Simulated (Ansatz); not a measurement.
**GeBH₄ radical: one structure at several levels**

The task here is to estimate one member of a computed series from the others.

Method: single points in def2-TZVPP; program: Ansatz 0.2.0, Gaussian basis.

Correlated methods freeze the cores. Filled d shells of the heavier atoms are correlated. Orbitals are unrestricted.

**Starting geometry**

SMILES `[BH2][GeH2]`, 6 atoms, charge 0, spin multiplicity 2.

Atoms are counted from 1 here; the program's logs count them from 0.

Bond lengths: B1–Ge2 1.848 Å, B1–H3 1.133 Å, B1–H4 1.194 Å, Ge2–H5 1.567 Å, Ge2–H6 1.593 Å. Angles: Ge2–B1–H3 126.0°, Ge2–B1–H4 110.4°, H3–B1–H4 123.7°, B1–Ge2–H5 133.1°, B1–Ge2–H6 127.1°, H5–Ge2–H6 99.2°.

As a file:

```
B    -0.03620   -1.03980    0.14030
Ge    0.05860    0.79400   -0.07030
H    -0.76880   -1.59650    0.80170
H     0.79140   -1.57870   -0.53100
H     0.90620    1.72270   -1.00520
H    -0.92420    1.88490    0.54780
```

The first run:

Input file run/in.yaml:

```yaml
crystal:
  periodic: [false, false, false]
  atoms:
    - {symbol: B, position_ang: [-0.036200, -1.039800, 0.140300]}
    - {symbol: Ge, position_ang: [0.058600, 0.794000, -0.070300]}
    - {symbol: H, position_ang: [-0.768800, -1.596500, 0.801700]}
    - {symbol: H, position_ang: [0.791400, -1.578700, -0.531000]}
    - {symbol: H, position_ang: [0.906200, 1.722700, -1.005200]}
    - {symbol: H, position_ang: [-0.924200, 1.884900, 0.547800]}
basis:
  gaussian: {orbitals: def2-TZVPP}
magnetization: {spin_polarized: true, initial_magnetization: 1}
correlation: {method: ccsd_t}
scf: {omitted_lower_state_checks: [cluster_reference]}
output: {forces: true}
```

No record of the launch command was kept for these runs.

Steps of the session up to this table: CCSD(T)/def2-TZVPP; PBE0-D4/def2-TZVPP; wB97M-V/def2-TZVPP; r2SCAN-D4/def2-TZVPP; PBE-D4/def2-TZVPP; CAM-B3LYP-D4/def2-TZVPP; SPW92/def2-TZVPP.

One table of the session follows, with a row left open; its other results are not shown here.

```
      method  RMS force component (eV/Å)  angle to CCSD(T) forces (°)  dipole (D)
     CCSD(T)                       1.244                    reference        0.66
     PBE0-D4                       1.156                          2.8        0.75
     wB97M-V                       1.180                          2.0        0.65
   r2SCAN-D4                       1.158                          2.1        0.68
      PBE-D4                       1.117                          6.4        0.78
CAM-B3LYP-D4                       1.167                          2.7        0.69
       SPW92                           ?                            ?           ?
```

**Question.** Estimate the row for SPW92.

The run gave: RMS force component (eV/Å): 1.033; angle to CCSD(T) forces (°): 9.9; dipole (D): 0.83. In the column «RMS force component (eV/Å)» it is the lowest.
